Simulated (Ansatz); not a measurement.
# CH7AlSSi: the cost of one run

All numbers below are computed with Ansatz 0.2.0 (RKS B3LYP-D4/6-31G*).

## Step 1: The structure to begin with

Bond lengths: C1–Al2 1.941 Å, Al2–Si3 2.338 Å, Si3–S4 2.086 Å, C1–H5 1.077 Å, C1–H6 1.139 Å, C1–H7 1.138 Å, Al2–H8 1.605 Å, Si3–H9 1.523 Å, Si3–H10 1.499 Å, S4–H11 1.389 Å. Angles (14 of 16 angles, heavy atoms first): C1–Al2–Si3 118.7°, Al2–Si3–S4 111.5°, C1–Al2–H8 121.1°, Si3–Al2–H8 120.1°, Al2–C1–H5 113.1°, Al2–C1–H6 112.5°, Al2–C1–H7 110.0°, Al2–Si3–H9 110.0°, Al2–Si3–H10 110.0°, S4–Si3–H9 111.2°, S4–Si3–H10 107.8°, Si3–S4–H11 95.4°, H5–C1–H6 109.6°, H5–C1–H7 107.0°.

As a file:

```xyz
11

C    -0.8039    2.0758   -0.0827
Al   -0.0228    0.5158   -0.9326
Si    0.7412   -1.2335    0.4174
S    -0.1964   -3.0339   -0.0623
H    -0.8476    1.9956    0.9909
H    -0.2741    3.0414   -0.3733
H    -1.8701    2.2259   -0.4496
H     0.1452    0.4358   -2.5269
H     0.5421   -0.8822    1.8854
H     2.2167   -1.4209    0.2270
H     0.4351   -3.7770    0.9273
```

## Step 2: End point A

input.yaml reads:

```yaml
crystal:
  periodic: [false, false, false]
  atoms:
    - { symbol: C, position_ang: [-0.8039, 2.0758, -0.0827] }
    - { symbol: Al, position_ang: [-0.0228, 0.5158, -0.9326] }
    - { symbol: Si, position_ang: [0.7412, -1.2335, 0.4174] }
    - { symbol: S, position_ang: [-0.1964, -3.0339, -0.0623] }
    - { symbol: H, position_ang: [-0.8476, 1.9956, 0.9909] }
    - { symbol: H, position_ang: [-0.2741, 3.0414, -0.3733] }
    - { symbol: H, position_ang: [-1.8701, 2.2259, -0.4496] }
    - { symbol: H, position_ang: [0.1452, 0.4358, -2.5269] }
    - { symbol: H, position_ang: [0.5421, -0.8822, 1.8854] }
    - { symbol: H, position_ang: [2.2167, -1.4209, 0.227] }
    - { symbol: H, position_ang: [0.4351, -3.777, 0.9273] }
basis:
  gaussian: { orbitals: "6-31G*" }
hamiltonian:
  xc: b3lyp
  dispersion: d4
relax:
  f_tol: 0.015
  max_steps: 40
output:
  orbitals: {}
```

Launch:

```console
> ansatz run input.yaml --threads 1 --pin off --max-ram 2048MiB --backend cpu --events-out ev --progress --plain --runs-dir out
```

Q: Estimate wall time and peak memory on 1 thread of Arm Neoverse N1, shared host.

About 4.4 min, with a peak of 0.18 GiB.
